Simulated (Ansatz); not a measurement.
Born–Oppenheimer molecular dynamics of a periodic cell of 13 atoms, Sn4HI8 (host SnI2, host structure P4_2/mnm, interstitial H), cell charge +1. It starts from a relaxed structure.

These are results of DFT PBEsol, scalar-relativistic, plane waves, PAW in Ansatz, not measurements. Settings: accuracy low, cutoff 420 eV, k mesh 1x1x1, fermi-dirac smearing 0.02 eV, no spin polarisation.

```
ensemble        : NVT, Nosé–Hoover chain
time step       : 0.5 fs
steps asked     : 200
set temperature : 600 K
thermostat      : time constant 5 fs, chain length 1
seed            : 808030
```

Frames 2.5 fs apart, positions in Å, forces in eV/Å.

Velocities at 0.0 fs (Å/ps):

```
Sn -2.48 -0.23 1.80
Sn -2.07 -2.57 -2.52
I 1.20 -2.31 -1.90
I 0.91 -0.39 1.35
I 2.03 -0.06 0.09
I 0.77 1.51 0.17
Sn 1.24 0.07 -2.06
Sn 1.97 0.62 0.23
I -0.02 3.88 -0.88
I -4.84 1.11 3.93
I 0.36 1.89 0.93
I 0.95 -3.88 -1.23
H -14.55 28.28 -10.05
```

```xyz
13
Lattice="7.5839 0.0000 0.0000 0.0000 7.5839 0.0000 0.0000 0.0000 9.2389" Properties=species:S:1:pos:R:3:forces:R:3 time_fs=0.0 energy_less_start_eV=0.000 T=600
Sn 0.084 0.254 -0.137 0.00 0.01 0.02
Sn 2.292 2.475 2.311 0.01 0.00 0.00
I 2.200 2.393 -0.659 0.01 0.01 0.00
I 5.045 5.228 0.443 0.00 0.00 0.01
I 6.812 2.216 2.309 -0.01 -0.02 0.00
I 2.053 6.989 2.310 -0.01 0.00 0.00
Sn 0.083 0.253 4.756 0.00 0.01 -0.02
Sn 4.433 4.739 6.932 -0.01 0.04 0.00
I 2.199 2.393 5.280 0.01 0.01 0.00
I 5.047 5.230 4.183 0.00 -0.01 -0.02
I 5.679 1.264 6.929 -0.01 -0.02 0.00
I 1.215 5.878 6.929 0.02 -0.02 0.00
H 5.152 5.357 2.314 0.00 0.00 -0.01
13
Lattice="7.5839 0.0000 0.0000 0.0000 7.5839 0.0000 0.0000 0.0000 9.2389" Properties=species:S:1:pos:R:3:forces:R:3 time_fs=2.5 energy_less_start_eV=0.006 T=596
Sn 0.078 0.253 -0.133 0.02 0.01 -0.02
Sn 2.287 2.469 2.304 0.05 0.04 0.02
I 2.203 2.388 -0.664 -0.01 0.00 0.01
I 5.048 5.227 0.446 -0.01 0.03 0.01
I 6.817 2.216 2.310 -0.05 -0.01 0.00
I 2.055 6.993 2.311 -0.01 -0.02 0.00
Sn 0.086 0.253 4.751 0.00 0.01 0.03
Sn 4.438 4.740 6.933 -0.02 0.03 -0.04
I 2.199 2.403 5.278 -0.01 -0.03 -0.02
I 5.035 5.232 4.192 0.01 0.03 -0.16
I 5.679 1.269 6.931 0.00 -0.04 0.00
I 1.218 5.868 6.926 0.01 0.01 0.02
H 5.116 5.427 2.290 0.02 -0.06 0.17
13
Lattice="7.5839 0.0000 0.0000 0.0000 7.5839 0.0000 0.0000 0.0000 9.2389" Properties=species:S:1:pos:R:3:forces:R:3 time_fs=5.0 energy_less_start_eV=0.022 T=588
Sn 0.072 0.253 -0.128 0.03 0.00 -0.06
Sn 2.281 2.462 2.298 0.09 0.07 0.03
I 2.206 2.382 -0.669 -0.03 0.00 0.03
I 5.050 5.226 0.450 -0.03 0.06 0.04
I 6.822 2.216 2.310 -0.08 0.00 0.00
I 2.057 6.997 2.311 -0.02 -0.05 0.00
Sn 0.089 0.253 4.746 0.01 0.02 0.07
Sn 4.443 4.742 6.933 -0.04 0.02 -0.05
I 2.199 2.413 5.276 -0.02 -0.07 -0.04
I 5.023 5.235 4.202 0.03 0.08 -0.29
I 5.680 1.274 6.934 0.02 -0.05 -0.01
I 1.220 5.859 6.923 0.00 0.04 0.04
H 5.081 5.494 2.276 0.04 -0.13 0.26
13
Lattice="7.5839 0.0000 0.0000 0.0000 7.5839 0.0000 0.0000 0.0000 9.2389" Properties=species:S:1:pos:R:3:forces:R:3 time_fs=7.5 energy_less_start_eV=0.042 T=583
Sn 0.066 0.252 -0.124 0.05 0.00 -0.10
Sn 2.276 2.456 2.292 0.13 0.11 0.04
I 2.209 2.376 -0.674 -0.05 -0.01 0.04
I 5.052 5.225 0.453 -0.04 0.10 0.12
I 6.827 2.216 2.310 -0.12 0.01 0.00
I 2.059 7.001 2.311 -0.03 -0.08 0.00
Sn 0.092 0.253 4.741 0.01 0.02 0.11
Sn 4.448 4.744 6.934 -0.06 0.02 -0.01
I 2.199 2.422 5.273 -0.03 -0.10 -0.06
I 5.011 5.238 4.212 0.05 0.12 -0.41
I 5.681 1.279 6.936 0.03 -0.07 -0.02
I 1.222 5.849 6.920 -0.01 0.08 0.05
H 5.048 5.553 2.277 0.06 -0.20 0.24
13
Lattice="7.5839 0.0000 0.0000 0.0000 7.5839 0.0000 0.0000 0.0000 9.2389" Properties=species:S:1:pos:R:3:forces:R:3 time_fs=10.0 energy_less_start_eV=0.065 T=584
Sn 0.060 0.252 -0.119 0.06 -0.01 -0.14
Sn 2.271 2.450 2.286 0.17 0.15 0.06
I 2.212 2.370 -0.678 -0.06 -0.01 0.06
I 5.055 5.224 0.457 -0.06 0.15 0.22
I 6.832 2.215 2.310 -0.16 0.01 0.00
I 2.061 7.004 2.312 -0.03 -0.10 0.00
Sn 0.095 0.254 4.736 0.02 0.03 0.15
Sn 4.453 4.745 6.934 -0.08 0.01 0.08
I 2.199 2.432 5.271 -0.04 -0.14 -0.09
I 4.999 5.241 4.221 0.07 0.16 -0.53
I 5.682 1.283 6.939 0.05 -0.08 -0.02
I 1.225 5.839 6.917 -0.02 0.11 0.07
H 5.019 5.600 2.292 0.09 -0.27 0.15
13
Lattice="7.5839 0.0000 0.0000 0.0000 7.5839 0.0000 0.0000 0.0000 9.2389" Properties=species:S:1:pos:R:3:forces:R:3 time_fs=12.5 energy_less_start_eV=0.090 T=591
Sn 0.053 0.251 -0.115 0.07 -0.02 -0.18
Sn 2.266 2.443 2.279 0.21 0.19 0.07
I 2.215 2.364 -0.683 -0.08 -0.01 0.07
I 5.057 5.223 0.460 -0.09 0.19 0.31
I 6.837 2.215 2.311 -0.19 0.02 0.00
I 2.063 7.008 2.312 -0.04 -0.13 0.00
Sn 0.099 0.254 4.731 0.03 0.04 0.19
Sn 4.458 4.747 6.935 -0.09 0.00 0.20
I 2.199 2.442 5.269 -0.06 -0.18 -0.11
I 4.986 5.244 4.231 0.10 0.18 -0.63
I 5.683 1.288 6.941 0.06 -0.09 -0.03
I 1.227 5.829 6.913 -0.03 0.14 0.08
H 4.995 5.631 2.316 0.11 -0.33 0.03
13
Lattice="7.5839 0.0000 0.0000 0.0000 7.5839 0.0000 0.0000 0.0000 9.2389" Properties=species:S:1:pos:R:3:forces:R:3 time_fs=15.0 energy_less_start_eV=0.115 T=603
Sn 0.047 0.251 -0.111 0.08 -0.03 -0.22
Sn 2.261 2.437 2.273 0.26 0.24 0.08
I 2.218 2.358 -0.688 -0.09 -0.01 0.09
I 5.059 5.222 0.464 -0.11 0.21 0.37
I 6.842 2.215 2.311 -0.23 0.02 0.00
I 2.065 7.012 2.313 -0.04 -0.16 0.01
Sn 0.102 0.254 4.726 0.04 0.04 0.23
Sn 4.463 4.749 6.935 -0.10 -0.01 0.32
I 2.199 2.452 5.266 -0.07 -0.22 -0.13
I 4.974 5.247 4.240 0.13 0.20 -0.71
I 5.684 1.293 6.943 0.07 -0.10 -0.04
I 1.230 5.819 6.910 -0.05 0.17 0.09
H 4.976 5.644 2.342 0.13 -0.36 -0.08
13
Lattice="7.5839 0.0000 0.0000 0.0000 7.5839 0.0000 0.0000 0.0000 9.2389" Properties=species:S:1:pos:R:3:forces:R:3 time_fs=17.5 energy_less_start_eV=0.138 T=616
Sn 0.040 0.250 -0.106 0.10 -0.04 -0.26
Sn 2.256 2.430 2.266 0.30 0.28 0.09
I 2.221 2.352 -0.693 -0.10 -0.01 0.10
I 5.061 5.222 0.468 -0.13 0.22 0.39
I 6.847 2.215 2.311 -0.28 0.03 0.00
I 2.067 7.016 2.313 -0.04 -0.20 0.01
Sn 0.105 0.254 4.721 0.05 0.05 0.27
Sn 4.468 4.750 6.936 -0.11 -0.01 0.44
I 2.199 2.462 5.263 -0.08 -0.26 -0.15
I 4.961 5.251 4.249 0.16 0.19 -0.78
I 5.685 1.298 6.946 0.07 -0.11 -0.05
I 1.232 5.809 6.907 -0.07 0.21 0.11
H 4.966 5.635 2.365 0.14 -0.35 -0.16
13
Lattice="7.5839 0.0000 0.0000 0.0000 7.5839 0.0000 0.0000 0.0000 9.2389" Properties=species:S:1:pos:R:3:forces:R:3 time_fs=20.0 energy_less_start_eV=0.155 T=624
Sn 0.034 0.249 -0.102 0.11 -0.04 -0.29
Sn 2.251 2.424 2.259 0.35 0.33 0.10
I 2.224 2.345 -0.698 -0.12 -0.01 0.11
I 5.064 5.221 0.473 -0.15 0.19 0.39
I 6.852 2.215 2.311 -0.32 0.03 0.00
I 2.069 7.020 2.314 -0.04 -0.23 0.01
Sn 0.109 0.255 4.715 0.07 0.06 0.30
Sn 4.473 4.752 6.938 -0.12 -0.02 0.52
I 2.199 2.472 5.261 -0.09 -0.30 -0.17
I 4.948 5.254 4.258 0.19 0.18 -0.82
I 5.686 1.303 6.948 0.08 -0.11 -0.06
I 1.235 5.799 6.904 -0.09 0.24 0.12
H 4.963 5.605 2.378 0.14 -0.31 -0.21
13
Lattice="7.5839 0.0000 0.0000 0.0000 7.5839 0.0000 0.0000 0.0000 9.2389" Properties=species:S:1:pos:R:3:forces:R:3 time_fs=22.5 energy_less_start_eV=0.167 T=623
Sn 0.027 0.248 -0.097 0.13 -0.05 -0.32
Sn 2.246 2.417 2.252 0.40 0.37 0.11
I 2.228 2.339 -0.703 -0.13 -0.01 0.13
I 5.066 5.221 0.477 -0.15 0.16 0.36
I 6.857 2.215 2.312 -0.36 0.04 0.00
I 2.071 7.023 2.314 -0.04 -0.27 0.01
Sn 0.112 0.255 4.710 0.07 0.06 0.34
Sn 4.478 4.754 6.939 -0.13 -0.02 0.57
I 2.198 2.482 5.258 -0.10 -0.34 -0.19
I 4.935 5.258 4.267 0.22 0.15 -0.86
I 5.688 1.308 6.951 0.08 -0.12 -0.06
I 1.237 5.788 6.901 -0.11 0.28 0.14
H 4.968 5.556 2.379 0.12 -0.24 -0.21
13
Lattice="7.5839 0.0000 0.0000 0.0000 7.5839 0.0000 0.0000 0.0000 9.2389" Properties=species:S:1:pos:R:3:forces:R:3 time_fs=25.0 energy_less_start_eV=0.180 T=611
Sn 0.021 0.248 -0.093 0.15 -0.05 -0.35
Sn 2.241 2.411 2.246 0.44 0.42 0.12
I 2.231 2.332 -0.708 -0.15 -0.01 0.14
I 5.068 5.220 0.482 -0.15 0.11 0.31
I 6.862 2.215 2.312 -0.40 0.04 -0.01
I 2.073 7.027 2.315 -0.04 -0.31 0.01
Sn 0.116 0.255 4.706 0.08 0.06 0.37
Sn 4.483 4.756 6.941 -0.14 -0.03 0.57
I 2.198 2.492 5.255 -0.10 -0.38 -0.21
I 4.921 5.262 4.276 0.25 0.11 -0.91
I 5.689 1.313 6.953 0.08 -0.11 -0.07
I 1.240 5.778 6.898 -0.13 0.31 0.15
H 4.981 5.493 2.369 0.10 -0.16 -0.13
13
Lattice="7.5839 0.0000 0.0000 0.0000 7.5839 0.0000 0.0000 0.0000 9.2389" Properties=species:S:1:pos:R:3:forces:R:3 time_fs=27.5 energy_less_start_eV=0.199 T=590
Sn 0.014 0.247 -0.089 0.17 -0.05 -0.38
Sn 2.237 2.405 2.239 0.49 0.46 0.13
I 2.233 2.326 -0.713 -0.16 -0.01 0.15
I 5.070 5.220 0.487 -0.14 0.05 0.24
I 6.867 2.215 2.312 -0.44 0.04 -0.01
I 2.075 7.030 2.315 -0.03 -0.35 0.01
Sn 0.120 0.256 4.701 0.09 0.06 0.40
Sn 4.488 4.757 6.942 -0.15 -0.03 0.54
I 2.198 2.502 5.252 -0.11 -0.42 -0.23
I 4.909 5.265 4.283 0.28 0.08 -0.97
I 5.690 1.317 6.955 0.08 -0.11 -0.07
I 1.242 5.768 6.895 -0.16 0.34 0.17
H 5.000 5.420 2.350 0.08 -0.07 0.01
```

Of the whole run (100 fs, mean temperature of the second half 596 K): The conserved energy stayed within 0.0072 meV per atom of its start (net change 0.0045 meV per atom), so the integration is sound. A run of 0.1 ps of so small a system gives no equilibrium averages. Limits of this set-up: coarse k mesh, low accuracy level, charged cell in a uniform background, uncorrected.

The run took 8.1 min on 1 thread of Arm Neoverse V1 (shared host), peak memory 0.57 GiB.
